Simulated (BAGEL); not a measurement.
# AlSiH5O2 (SMILES O[SiH2][O][AlH2]): HF/STO-3G (density fitting with qzvpp-jkfit)

Aim: the vertical ionisation energy of AlSiH5O2 at HF/STO-3G (density fitting with qzvpp-jkfit), from 2 runs. 

The calculation is run with BAGEL 1.2.2.

2 further runs of the same task are left out: 1 that didn't finish, 1 set aside as unsound or not needed.

## Step 1: The system as given

The species is AlSiH5O2 (9 atoms), meant as a singlet with charge 0. As SMILES, `O[SiH2][O][AlH2]`. The coordinates come from a PBE0-D4/def2-TZVP relaxation. This is one conformer, not always the lowest.

Bond lengths: O1–Si2 1.642 Å, Si2–O3 1.619 Å, O3–Al4 1.683 Å, O1–H5 0.958 Å, Si2–H6 1.480 Å, Si2–H7 1.487 Å, Al4–H8 1.580 Å, Al4–H9 1.579 Å. Some angles: O1–Si2–O3 112.5°, Si2–O3–Al4 173.6°, O1–Si2–H6 104.7°, O1–Si2–H7 110.2°, O3–Si2–H6 110.1°, O3–Si2–H7 107.6°, Si2–O1–H5 117.9°, O3–Al4–H8 117.8°, O3–Al4–H9 118.1°, H6–Si2–H7 111.8°.

## Step 2: The energy at HF/STO-3G (density fitting with qzvpp-jkfit)

calc.json reads:

```json
{ "bagel" : [

{
  "title" : "molecule",
  "basis" : "sto-3g",
  "df_basis" : "qzvpp-jkfit",
  "angstrom" : true,
  "geometry" : [
    { "atom" : "O", "xyz" : [   -0.795100,    1.829400,   -0.898200 ] },
    { "atom" : "Si", "xyz" : [    0.173000,    1.196700,    0.266900 ] },
    { "atom" : "O", "xyz" : [    0.250800,   -0.418900,    0.197700 ] },
    { "atom" : "Al", "xyz" : [    0.325700,   -2.080500,   -0.060600 ] },
    { "atom" : "H", "xyz" : [   -1.740800,    1.705800,   -0.810900 ] },
    { "atom" : "H", "xyz" : [    1.506100,    1.782800,    0.005000 ] },
    { "atom" : "H", "xyz" : [   -0.337300,    1.564900,    1.614200 ] },
    { "atom" : "H", "xyz" : [   -0.959500,   -2.795700,   -0.636800 ] },
    { "atom" : "H", "xyz" : [    1.665600,   -2.830600,    0.305400 ] }
  ]
},
{ "title" : "hf" },
{ "title" : "print", "file" : "orbitals.molden", "orbitals" : true }

]}
```

On the command line:

```console
$ BAGEL_NUM_THREADS=1 BAGEL calc.json > calc.out
```

Standard output:

```text
* using 1 threads per process

  ===============================================================
  ===============================================================

  *** Geometry ***

  { "atom" : "O", "xyz" : [     -1.502521,      3.457065,     -1.697352 ] },
  { "atom" : "Si", "xyz" : [      0.326923,      2.261435,      0.504368 ] },
  { "atom" : "O", "xyz" : [      0.473943,     -0.791606,      0.373599 ] },
  { "atom" : "Al", "xyz" : [      0.615484,     -3.931575,     -0.114517 ] },
  { "atom" : "H", "xyz" : [     -3.289635,      3.223495,     -1.532379 ] },
  { "atom" : "H", "xyz" : [      2.846117,      3.369004,      0.009449 ] },
  { "atom" : "H", "xyz" : [     -0.637405,      2.957232,      3.050396 ] },
  { "atom" : "H", "xyz" : [     -1.813192,     -5.283107,     -1.203378 ] },
  { "atom" : "H", "xyz" : [      3.147528,     -5.349059,      0.577122 ] },

  Number of auxiliary basis functions:      500

  Since a DF basis is specified, we compute 2- and 3-index integrals:
    o Being stored without compression. Storage requirement is 0.004 GB

  Number of basis functions:       33
  Number of electrons      :       48

    * METHOD: MOLECULE                             0.19

  *** RHF ***

  === Nuclear Repulsion ===
   209.4063869906

      * DIIS with orbital gradients will be used.

  === RHF iteration (sto-3g) ===
      0       -675.15426436          0.01708256           0.02
      1       -675.25790760          0.00492173           0.02
      2       -675.26647266          0.00100278           0.02
      3       -675.26696401          0.00023652           0.02
      4       -675.26699297          0.00003457           0.02
      5       -675.26699392          0.00000759           0.02
      6       -675.26699396          0.00000114           0.02
      7       -675.26699396          0.00000028           0.02
      8       -675.26699396          0.00000007           0.02
      9       -675.26699396          0.00000002           0.02
     10       -675.26699396          0.00000001           0.02
    * SCF iteration converged.

    * Permanent dipole moment:
           (    0.235867,     0.378994,    -0.302792) a.u.

    * METHOD: HF                                   0.35

    * METHOD: PRINT                                0.00

  ===============================================================
```

Run time: 0.66 s. Hardware: 1 thread of Arm Neoverse V1, shared host; peak memory 0.082 GiB.

## Step 3: The doublet cation, same level

hf.json reads:

```json
{ "bagel": [

{
  "title": "molecule",
  "basis": "sto-3g",
  "df_basis": "qzvpp-jkfit",
  "angstrom": true,
  "geometry": [
    { "atom": "O", "xyz": [   -0.795100,    1.829400,   -0.898200 ] },
    { "atom": "Si", "xyz": [    0.173000,    1.196700,    0.266900 ] },
    { "atom": "O", "xyz": [    0.250800,   -0.418900,    0.197700 ] },
    { "atom": "Al", "xyz": [    0.325700,   -2.080500,   -0.060600 ] },
    { "atom": "H", "xyz": [   -1.740800,    1.705800,   -0.810900 ] },
    { "atom": "H", "xyz": [    1.506100,    1.782800,    0.005000 ] },
    { "atom": "H", "xyz": [   -0.337300,    1.564900,    1.614200 ] },
    { "atom": "H", "xyz": [   -0.959500,   -2.795700,   -0.636800 ] },
    { "atom": "H", "xyz": [    1.665600,   -2.830600,    0.305400 ] }
  ]
},
{ "title": "uhf", "charge": 1, "nopen": 1 },
{ "title": "print", "file": "orbitals.molden", "orbitals": true }

]}
```

On the command line:

```console
$ BAGEL_NUM_THREADS=1 BAGEL hf.json > hf.out
```

Standard output:

```text
* using 1 threads per process

  ===============================================================
  ===============================================================

  *** Geometry ***

  { "atom" : "O", "xyz" : [     -1.502521,      3.457065,     -1.697352 ] },
  { "atom" : "Si", "xyz" : [      0.326923,      2.261435,      0.504368 ] },
  { "atom" : "O", "xyz" : [      0.473943,     -0.791606,      0.373599 ] },
  { "atom" : "Al", "xyz" : [      0.615484,     -3.931575,     -0.114517 ] },
  { "atom" : "H", "xyz" : [     -3.289635,      3.223495,     -1.532379 ] },
  { "atom" : "H", "xyz" : [      2.846117,      3.369004,      0.009449 ] },
  { "atom" : "H", "xyz" : [     -0.637405,      2.957232,      3.050396 ] },
  { "atom" : "H", "xyz" : [     -1.813192,     -5.283107,     -1.203378 ] },
  { "atom" : "H", "xyz" : [      3.147528,     -5.349059,      0.577122 ] },

  Number of auxiliary basis functions:      500

  Since a DF basis is specified, we compute 2- and 3-index integrals:
    o Being stored without compression. Storage requirement is 0.004 GB

  Number of basis functions:       33
  Number of electrons      :       48

    * METHOD: MOLECULE                             0.19

  *** Open-shell HF ***

  === Nuclear Repulsion ===
   209.4063869906

      * DIIS with orbital gradients will be used.

  === UHF iteration (sto-3g) ===
      0       -674.86810234          0.03411428           0.05
      1       -674.98919076          0.02169215           0.04
      2       -675.03008990          0.00998542           0.05
      3       -675.05307476          0.00709408           0.05
      4       -675.07071455          0.00486349           0.04
      5       -675.08105079          0.00424026           0.04
      6       -675.08311678          0.00080290           0.04
      7       -675.08384548          0.00032703           0.04
      8       -675.08400515          0.00013421           0.04
      9       -675.08409976          0.00003891           0.05
     10       -675.08412254          0.00001803           0.05
     11       -675.08412324          0.00001264           0.05
     12       -675.08412332          0.00001137           0.05
     13       -675.08412363          0.00001034           0.04
     14       -675.08412372          0.00000936           0.04
     15       -675.08412387          0.00000904           0.05
     16       -675.08412417          0.00000787           0.04
     17       -675.08412450          0.00000634           0.04
     18       -675.08412468          0.00000501           0.05
     19       -675.08412479          0.00000289           0.05
     20       -675.08412486          0.00000167           0.05
     21       -675.08412486          0.00000082           0.04
     22       -675.08412486          0.00000032           0.04
     23       -675.08412486          0.00000018           0.04
     24       -675.08412486          0.00000010           0.04
     25       -675.08412486          0.00000007           0.04
     26       -675.08412486          0.00000004           0.05
     27       -675.08412486          0.00000002           0.05
     28       -675.08412486          0.00000001           0.05
     29       -675.08412486          0.00000001           0.05
    * SCF iteration converged.

    * S^2 (UHF) is 0.7566

    * Permanent dipole moment:
           (   -0.054135,     1.103594,    -0.562074) a.u.

    * METHOD: UHF                                  1.45

    * METHOD: PRINT                                0.00

  ===============================================================
```

It took 1.8 s on 1 thread of Arm Neoverse V1, shared host; peak memory 0.082 GiB.

## Step 4: Results

At HF/STO-3G (density fitting with qzvpp-jkfit):

| quantity | value |
| --- | --- |
| singlet AlSiH5O2: total energy | -675.26699 Eh |
| singlet AlSiH5O2: dipole moment | 1.37 D |
| singlet AlSiH5O2: HOMO energy | -7.70 eV |
| singlet AlSiH5O2: LUMO energy | 9.47 eV |
| singlet AlSiH5O2: HOMO–LUMO gap | 17.16 eV |
| doublet cation: total energy | -675.08412 Eh |
| doublet cation: ⟨S²⟩ | 0.757 |
| vertical ionisation energy (to the doublet cation) | 4.976 eV |

In words: Removing an electron at fixed nuclei costs 4.98 eV (480 kJ/mol). The negative HOMO energy of the first species, 7.70 eV, lies 2.72 eV above that difference. In a minimal basis such a difference can be off by several eV, whatever the method.
